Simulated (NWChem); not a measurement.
# One shape, several levels: CH4As (SMILES C[AsH])

Wanted: a comparison of 4 runs (UPBE0/def2-SVP, UPBE0/def2-SVPD, UPBE0/def2-TZVP, UPBE0/def2-TZVPD) of CH4As. 

Program for the calculation: NWChem 7.3.0.

### Step 1. The system as given

CH4As: 6 atoms, total charge 0, spin state doublet. SMILES: `C[AsH]`. The coordinates come from a PBE0-D4/def2-TZVP relaxation.

Bond lengths: C1–As2 1.967 Å, C1–H3 1.091 Å, C1–H4 1.090 Å, C1–H5 1.091 Å, As2–H6 1.530 Å. Angles: C1–As2–H6 94.2°, As2–C1–H3 110.3°, As2–C1–H4 109.1°, As2–C1–H5 110.4°, H3–C1–H4 109.2°, H3–C1–H5 108.6°, H4–C1–H5 109.2°.

### Step 2. Energy and one-electron properties at UPBE0/def2-SVP (run 1)

The input, mol.nw:

```
start mol
memory stack 880 mb heap 220 mb global 1100 mb

geometry units angstroms noautosym nocenter noautoz
C     0.022300   -0.363400   -0.429300
As    0.319400    0.121300    1.453800
H    -1.034100   -0.264500   -0.684500
H     0.333200   -1.396000   -0.584800
H     0.601600    0.288500   -1.085200
H    -0.200200    1.550100    1.283800
end

basis spherical bse
* library def2-SVP
end

dft
xc pbe0
mult 2
grid fine
convergence energy 1e-08
maxiter 100
mulliken
noprint "final vectors analysis"
end

property
dipole
quadrupole
mulliken
end

task dft property
```

Run with:

```console
$ nwchem mol.nw > mol.out
```

The log of the run:

```text
[...]
          Wavefunction type:  spin polarized.
          No. of atoms     :     6
          No. of electrons :    43
[...]
          Charge           :     0
          Spin multiplicity:     2
[...]
          AO basis - number of functions:    66
[...]
              XC Information
              --------------
                         PBE0 Method XC Functional
                     Hartree-Fock (Exact) Exchange  0.250
          PerdewBurkeErnzerhof Exchange Functional  0.750
            Perdew 1991 LDA Correlation Functional  1.000 local
           PerdewBurkeErnz. Correlation Functional  1.000 non-local
[...]
 d= 0,ls=0.0,diis     1  -2275.7065065636 -2.37D+03  3.45D-03  3.98D-02     1.5
[...]
 d= 0,ls=0.0,diis    10  -2275.7249621152 -5.66D-09  9.55D-07  8.21D-10    11.8
[...]
         Total DFT energy =    -2275.724962115154
      One electron energy =    -3360.225288955311
           Coulomb energy =     1077.564124701290
    Exchange-Corr. energy =      -89.645784045965
 Nuclear repulsion energy =       96.581986184831
[...]
      Total Density - Mulliken Population Analysis
     ---------------------------------------------
    Atom       Charge   Shell Charges
 -----------   ------   -------------------------------------------------------
    1 C    6     6.29   1.99  0.89  0.28  2.09  1.04  0.02
    2 As  33    32.92   2.00  2.00  1.99  1.41  0.48  6.00  5.97  1.50  1.48  8.14  1.79  0.16
    3 H    1     0.91   0.73  0.16  0.03
    4 H    1     0.92   0.73  0.16  0.02
    5 H    1     0.92   0.73  0.16  0.03
    6 H    1     1.03   0.70  0.32  0.01
[...]
      <S2> =      0.7542 (Exact =     0.7500)
[...]
   Dipole moment        1.0674499150 Debye(s)
             DMX       -0.2611050436 DMXEFC        0.0000000000
             DMY        0.0251784298 DMYEFC        0.0000000000
             DMZ       -1.0347171226 DMZEFC        0.0000000000
   -EFC- dipole         0.0000000000 DEBYE(S)
   Total dipole         1.0674499150 DEBYE(S)
[...]
```

Wall time 13 s (1 thread of Intel Xeon Platinum 8559C (Emerald Rapids), shared host); peak memory 0.12 GiB.

Atomic charges (e):

```
atom  Mulliken  Löwdin
  C1    -0.294  -0.220
 As2    +0.078  +0.170
  H3    +0.085  +0.040
  H4    +0.080  +0.030
  H5    +0.085  +0.040
  H6    -0.035  -0.060
```

### Step 3. The charge distribution at UPBE0/def2-SVPD (run 2)

The input, ch4as.nw:

```
start ch4as
memory 2200 mb

geometry units angstroms noautosym nocenter noautoz
  C        0.022300      -0.363400      -0.429300
  As       0.319400       0.121300       1.453800
  H       -1.034100      -0.264500      -0.684500
  H        0.333200      -1.396000      -0.584800
  H        0.601600       0.288500      -1.085200
  H       -0.200200       1.550100       1.283800
end

basis spherical bse
  * library def2-SVPD
end

dft
  xc pbe0
  mult 2
  grid fine
  convergence energy 1e-08
  iterations 100
  mulliken
  noprint "final vectors analysis"
end

property
  dipole
  quadrupole
  mulliken
end

task dft property
```

Run with:

```console
$ nwchem ch4as.nw > ch4as.out
```

The log of the run:

```text
[...]
          Wavefunction type:  spin polarized.
          No. of atoms     :     6
          No. of electrons :    43
[...]
          Charge           :     0
          Spin multiplicity:     2
[...]
          AO basis - number of functions:    90
[...]
              XC Information
              --------------
                         PBE0 Method XC Functional
                     Hartree-Fock (Exact) Exchange  0.250
          PerdewBurkeErnzerhof Exchange Functional  0.750
            Perdew 1991 LDA Correlation Functional  1.000 local
           PerdewBurkeErnz. Correlation Functional  1.000 non-local
[...]
 d= 0,ls=0.0,diis     1  -2275.7087046810 -2.37D+03  3.58D-03  4.30D-02     2.3
[...]
 d= 0,ls=0.0,diis    10  -2275.7277982508 -4.41D-09  7.89D-07  7.64D-10    18.9
[...]
         Total DFT energy =    -2275.727798250834
      One electron energy =    -3360.150408951527
           Coulomb energy =     1077.478233142553
    Exchange-Corr. energy =      -89.637608626692
 Nuclear repulsion energy =       96.581986184831
[...]
      Total Density - Mulliken Population Analysis
     ---------------------------------------------
    Atom       Charge   Shell Charges
 -----------   ------   -------------------------------------------------------
    1 C    6     6.23   1.98  0.91  0.03  0.05  2.09  1.12  0.02  0.03
    2 As  33    32.95   2.00  2.00  1.99  1.44  0.32  0.10  6.00  5.97  1.50  1.51  8.14  1.78  0.16  0.04
    3 H    1     0.96   0.74  0.11  0.02  0.08
    4 H    1     0.97   0.74  0.12  0.02  0.08
    5 H    1     0.96   0.74  0.11  0.02  0.08
    6 H    1     0.93   0.71  0.18  0.01  0.03
[...]
      <S2> =      0.7548 (Exact =     0.7500)
[...]
   Dipole moment        1.0442662504 Debye(s)
             DMX       -0.2350740892 DMXEFC        0.0000000000
             DMY       -0.0394000519 DMYEFC        0.0000000000
             DMZ       -1.0167004525 DMZEFC        0.0000000000
   -EFC- dipole         0.0000000000 DEBYE(S)
   Total dipole         1.0442662504 DEBYE(S)
[...]
```

Wall time 20 s (1 thread of Intel Xeon Platinum 8559C (Emerald Rapids), shared host); peak memory 0.12 GiB.

Atomic charges (e):

```
atom  Mulliken  Löwdin
  C1    -0.228  -0.200
 As2    +0.048  +0.670
  H3    +0.041  -0.080
  H4    +0.034  -0.080
  H5    +0.041  -0.080
  H6    +0.065  -0.240
```

### Step 4. The charge distribution at UPBE0/def2-TZVP (run 3)

The input, ch4as.nw:

```
echo
start ch4as
memory total 2200 mb
geometry units angstrom noautosym nocenter noautoz
  C      0.022300    -0.363400    -0.429300
  As     0.319400     0.121300     1.453800
  H     -1.034100    -0.264500    -0.684500
  H      0.333200    -1.396000    -0.584800
  H      0.601600     0.288500    -1.085200
  H     -0.200200     1.550100     1.283800
end
basis spherical bse
  * library def2-TZVP
end
dft
  xc pbe0
  mult 2
  grid fine
  convergence energy 1e-08
  maxiter 100
  mulliken
  noprint "final vectors analysis"
end
property
  dipole
  quadrupole
  mulliken
end
task dft property
```

Run with:

```console
$ nwchem ch4as.nw > ch4as.out
```

The log of the run:

```text
[...]
          Wavefunction type:  spin polarized.
          No. of atoms     :     6
          No. of electrons :    43
[...]
          Charge           :     0
          Spin multiplicity:     2
[...]
          AO basis - number of functions:   103
[...]
              XC Information
              --------------
                         PBE0 Method XC Functional
                     Hartree-Fock (Exact) Exchange  0.250
          PerdewBurkeErnzerhof Exchange Functional  0.750
            Perdew 1991 LDA Correlation Functional  1.000 local
           PerdewBurkeErnz. Correlation Functional  1.000 non-local
[...]
 d= 0,ls=0.0,diis     1  -2276.0237912869 -2.37D+03  2.01D-03  1.01D-01     4.3
[...]
 d= 0,ls=0.0,diis    10  -2276.0455533586 -4.05D-09  5.85D-07  9.08D-10    33.8
[...]
         Total DFT energy =    -2276.045553358625
      One electron energy =    -3360.658312671693
           Coulomb energy =     1077.682018705166
    Exchange-Corr. energy =      -89.651245576929
 Nuclear repulsion energy =       96.581986184831
[...]
      Total Density - Mulliken Population Analysis
     ---------------------------------------------
    Atom       Charge   Shell Charges
 -----------   ------   -------------------------------------------------------
    1 C    6     6.46   0.85  1.12  0.50  0.70  0.07  1.30  1.42  0.45  0.01  0.03  0.00
    2 As  33    33.02   2.00  2.00  1.17  0.78  1.04  0.86  5.99  5.76  0.40  1.65  1.24  8.90  1.06  0.08  0.07  0.01
    3 H    1     0.85   0.27  0.46  0.10  0.02
    4 H    1     0.86   0.27  0.47  0.10  0.02
    5 H    1     0.85   0.27  0.46  0.10  0.02
    6 H    1     0.97   0.23  0.53  0.19  0.01
[...]
      <S2> =      0.7550 (Exact =     0.7500)
[...]
   Dipole moment        1.0555977493 Debye(s)
             DMX       -0.2331392984 DMXEFC        0.0000000000
             DMY       -0.0534354546 DMYEFC        0.0000000000
             DMZ       -1.0281426594 DMZEFC        0.0000000000
   -EFC- dipole         0.0000000000 DEBYE(S)
   Total dipole         1.0555977493 DEBYE(S)
[...]
```

Run time: 35 s. Hardware: 1 thread of Intel Xeon Platinum 8559C (Emerald Rapids), shared host; peak memory 0.12 GiB.

Atomic charges (e):

```
atom  Mulliken  Löwdin
  C1    -0.461  -0.580
 As2    -0.020  +0.270
  H3    +0.151  +0.120
  H4    +0.144  +0.110
  H5    +0.151  +0.120
  H6    +0.035  -0.040
```

### Step 5. The charge distribution at UPBE0/def2-TZVPD (run 4)

The input, calc.nw:

```
start calc
memory total 2200 mb

geometry units angstroms noautosym nocenter noautoz
  C        0.022300      -0.363400      -0.429300
  As       0.319400       0.121300       1.453800
  H       -1.034100      -0.264500      -0.684500
  H        0.333200      -1.396000      -0.584800
  H        0.601600       0.288500      -1.085200
  H       -0.200200       1.550100       1.283800
end

basis spherical bse
  * library def2-TZVPD
end

dft
  xc pbe0
  mult 2
  grid fine
  convergence energy 1e-08
  maxiter 100
  mulliken
  noprint "final vectors analysis"
end

property
  dipole
  quadrupole
  mulliken
end

task dft property
```

Run with:

```console
$ nwchem calc.nw > calc.out
```

The log of the run:

```text
[...]
          Wavefunction type:  spin polarized.
          No. of atoms     :     6
          No. of electrons :    43
[...]
          Charge           :     0
          Spin multiplicity:     2
[...]
          AO basis - number of functions:   127
[...]
              XC Information
              --------------
                         PBE0 Method XC Functional
                     Hartree-Fock (Exact) Exchange  0.250
          PerdewBurkeErnzerhof Exchange Functional  0.750
            Perdew 1991 LDA Correlation Functional  1.000 local
           PerdewBurkeErnz. Correlation Functional  1.000 non-local
[...]
 d= 0,ls=0.0,diis     1  -2276.0240837721 -2.37D+03  3.18D-03  1.02D-01     6.1
[...]
 d= 0,ls=0.0,diis    10  -2276.0462824125 -3.81D-09  6.07D-07  8.69D-10    49.4
[...]
         Total DFT energy =    -2276.046282412459
      One electron energy =    -3360.601331514985
           Coulomb energy =     1077.621293352101
    Exchange-Corr. energy =      -89.648230434406
 Nuclear repulsion energy =       96.581986184831
[...]
      Total Density - Mulliken Population Analysis
     ---------------------------------------------
    Atom       Charge   Shell Charges
 -----------   ------   -------------------------------------------------------
    1 C    6     6.63   0.85  1.12  0.50  0.71 -0.08  0.02  1.30  1.39  0.79  0.01  0.02  0.00  0.00
    2 As  33    33.18   2.00  2.00  1.17  0.77  1.03  0.95  0.07  5.99  5.76  0.40  1.66  1.23  8.89  1.06  0.07  0.08  0.01  0.01
    3 H    1     0.77   0.27  0.47 -0.03  0.02  0.04
    4 H    1     0.77   0.27  0.47 -0.03  0.02  0.03
    5 H    1     0.77   0.27  0.47 -0.03  0.02  0.04
    6 H    1     0.87   0.23  0.53  0.08  0.01  0.02
[...]
      <S2> =      0.7552 (Exact =     0.7500)
[...]
   Dipole moment        1.0704380144 Debye(s)
             DMX       -0.2364624818 DMXEFC        0.0000000000
             DMY       -0.0541103285 DMYEFC        0.0000000000
             DMZ       -1.0425905763 DMZEFC        0.0000000000
   -EFC- dipole         0.0000000000 DEBYE(S)
   Total dipole         1.0704380144 DEBYE(S)
[...]
```

It took 50 s on 1 thread of Intel Xeon Platinum 8559C (Emerald Rapids), shared host; peak memory 0.13 GiB.

Atomic charges (e):

```
atom  Mulliken  Löwdin
  C1    -0.634  -0.540
 As2    -0.177  +0.760
  H3    +0.225  +0.000
  H4    +0.233  -0.010
  H5    +0.225  +0.000
  H6    +0.128  -0.220
```

### Step 6. Overview of the runs

```
run             level   energy (Eh)  dipole moment (D)   ⟨S²⟩  wall time
  1    UPBE0/def2-SVP  -2275.724962               1.07  0.754       13 s
  2   UPBE0/def2-SVPD  -2275.727798               1.04  0.755       20 s
  3   UPBE0/def2-TZVP  -2276.045553               1.06  0.755       35 s
  4  UPBE0/def2-TZVPD  -2276.046282               1.07  0.755       50 s
```

Convergence of the total energy of doublet CH4As with the basis set, against the last point:

```
 basis set  from the last (mEh)  wall time
  def2-SVP             +321.320       13 s
 def2-SVPD             +318.484       20 s
 def2-TZVP               +0.729       35 s
def2-TZVPD               +0.000       50 s
```

Convergence of the dipole moment of doublet CH4As with the basis set, against the last point:

```
 basis set  from the last (D)  wall time
  def2-SVP            -0.0030       13 s
 def2-SVPD            -0.0262       20 s
 def2-TZVP            -0.0148       35 s
def2-TZVPD            +0.0000       50 s
```

### Step 7. What came out

```
            quantity           value
 run 4: total energy  -2276.04628 Eh
run 4: dipole moment          1.07 D
         run 4: ⟨S²⟩           0.755
```

What this shows: The dipole moment (its size) runs from 1.04 D (UPBE0/def2-SVPD) to 1.07 D (UPBE0/def2-TZVPD). All runs together took 1.9 min, the longest 50 s.
